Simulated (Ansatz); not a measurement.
# SnSe: the cost of one run

Method: DFT LDA, scalar-relativistic, plane waves, PAW, in Ansatz 0.2.0.

3 further runs of the same task are left out: 3 set aside as unsound or not needed.

## (1) The system as given

Symmetry: F-43m, No. 216, cubic system. Conventional cell: a = 6.571 Å, b = 6.571 Å, c = 6.571 Å, α = 90.00°, β = 90.00°, γ = 90.00°. Sn (site symmetry -43m) has 4 Se at 2.85 Å in its first shell of neighbours. Around Se (site symmetry -43m) lie 4 Sn at 2.85 Å.

As a file:

```cif
data_structure
_symmetry_space_group_name_H-M 'P 1'
_symmetry_Int_Tables_number 1
_cell_length_a 4.6465
_cell_length_b 4.6465
_cell_length_c 4.6465
_cell_angle_alpha 60.000
_cell_angle_beta 60.000
_cell_angle_gamma 60.000
_cell_volume 70.94
loop_
_atom_site_label
_atom_site_type_symbol
_atom_site_fract_x
_atom_site_fract_y
_atom_site_fract_z
_atom_site_occupancy
Sn1 Sn 0.00000 0.00000 0.00000 1
Se1 Se 0.25000 0.25000 0.25000 1
```

This is a trial structure built by rule; it need not be a known or stable form of this composition.

This is a trial structure, the zincblende prototype, and another one may lie lower.

## (2) Single point at 1.000 V0

Input file input.yaml:

```yaml
crystal:
  lattice:
    - [0.0, 3.2856, 3.2856]
    - [3.2856, 0.0, 3.2856]
    - [3.2856, 3.2856, 0.0]
  atoms:
    - { symbol: Sn, position: [0.0, 0.0, 0.0] }
    - { symbol: Se, position: [0.25, 0.25, 0.25] }
basis:
  ecutwfc: 420
kpoints:
  mp_grid: { grid: [8, 8, 8] }
hamiltonian:
  xc: lda
scf:
  occupations: { method: fermi_dirac, width: 0.15 }
output:
  forces: true
  stress: true
  eigenvalues: true
```

Run with:

```bash
$ ansatz run input.yaml --threads 4 --pin off --max-ram 12288MiB --backend cpu --events-out ev --progress --plain --runs-dir out
```

What time and memory should one allow on 4 threads of AMD EPYC 7R43 (Zen 3), shared host?

About 1.1 s, with a peak of 0.43 GiB.
